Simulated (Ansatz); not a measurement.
# Ni, space group Im-3m: a comparison of norm-conserving and PAW potentials

With the Python package of Ansatz (0.2.0).

The cells in order, each with its output:

**Cell 1**
```python
import ansatz
from ase import Atoms
import numpy as np
```

**Cell 2**
```python
XC = "pbesol"
VDW = "d3bjatm"
SMEARING = "Fermi-Dirac"
WIDTH_EV = 0.15
```

**Cell 3**
```python
def count_gap(report):
    # lowest empty less highest filled band, counting bands; zero where they overlap
    return max(report.get("gap_by_band_count_ev") or 0.0, 0.0)
```

**Cell 4**
```python
atoms = Atoms(
    ["Ni"],
    scaled_positions=[
        [0.0, 0.0, 0.0],
    ],
    cell=[
        [-1.38371547, 1.38371547, 1.38371547],
        [1.38371547, -1.38371547, 1.38371547],
        [1.38371547, 1.38371547, -1.38371547],
    ],
    pbc=True,
)
atoms.set_initial_magnetic_moments([2.0])
structure = ansatz.Crystal.from_ase(atoms)
```

**Cell 5**
```python
[site.symbol for site in structure.resolved().sites]
```
Output:
```text
['Ni']
```

**Cell 6**
```python
calc = (
    structure.calculation()
    .functional(XC, dispersion=VDW)
    .kpoints(15)
    .occupations(SMEARING, width=WIDTH_EV)
    .spin(ansatz.SpinTreatment.COLLINEAR)
    .stress()
    .forces()
    .band_table()
)
variants = {
    "PAW": calc.pseudopotentials("paw"),
    "norm-conserving": calc.pseudopotentials("nc"),
}
# totals differ by the cores that each treatment holds, so compare what does not depend on them
rows = []
for label, variant in variants.items():
    rep = variant.run(threads=1, backend="cpu").report
    levels = np.array(rep["eigenvalues_ev"][0]) - rep["fermi_energy_ev"]
    print(label, "levels at the first k-point near E_F:", np.round(levels[np.abs(levels) < 5], 3))
    rows.append((label, rep["n_electrons"], np.trace(rep["stress_gpa"]) / 3, count_gap(rep), rep["magnetization_mub"]))
print("     treatment  electrons in bands           P GPa  gap by band count eV      moment muB")
for row in rows:
    print(f"{str(row[0]):>14s}  {row[1]:18.1f}  {row[2]:14.3f}  {row[3]:20.3f}  {row[4]:14.3f}")
```
Output:
```text
DeckWarning: basis.ecutwfc = 420 eV, auto-derived from the records' recommended cutoffs: set by Ni (normal level)
PAW levels at the first k-point near E_F: [-2.317 -2.317 -2.317 -0.9   -0.9  ]
DeckWarning: basis.ecutwfc = 1333.357926 eV, auto-derived from the records' recommended cutoffs: set by Ni (normal level)
norm-conserving levels at the first k-point near E_F: [-2.378 -2.378 -2.378 -0.953 -0.953]
     treatment  electrons in bands           P GPa  gap by band count eV      moment muB
           PAW                18.0          -6.929                 0.000           0.424
norm-conserving                18.0          -6.654                 0.000           0.484
```

PAW gives -6.929 GPa and norm-conserving -6.654 GPa, 0.28 GPa apart. They took 4.2 and 11.1 s of processor time.

The magnetic order follows from the starting moments and needn't be the lowest. Dispersion corrections can be off by several per cent in the lattices of metals, and by several GPa in the pressure at a fixed cell. For a metal this k-point mesh is coarse: on a finer one energies can move by several to tens of meV an atom and pressures by half a GPa or more, differences at one mesh by less. A Fermi-Dirac width this large means warm electrons, whose thermal share enters the free energy. A gap by band count of zero or less means overlapping bands, a metal. At these settings the cell as given stands under about -7 GPa, so it isn't at this functional's equilibrium volume. This isn't the structure that Ni takes at ambient conditions. Gaps and levels are Kohn-Sham values on a finite set of k-points. Warnings are shown shortened and without file and line. Stress is positive in compression. The whole script took 16 s on 1 thread of Arm Neoverse V1, on a shared host, peak memory 0.47 GiB.
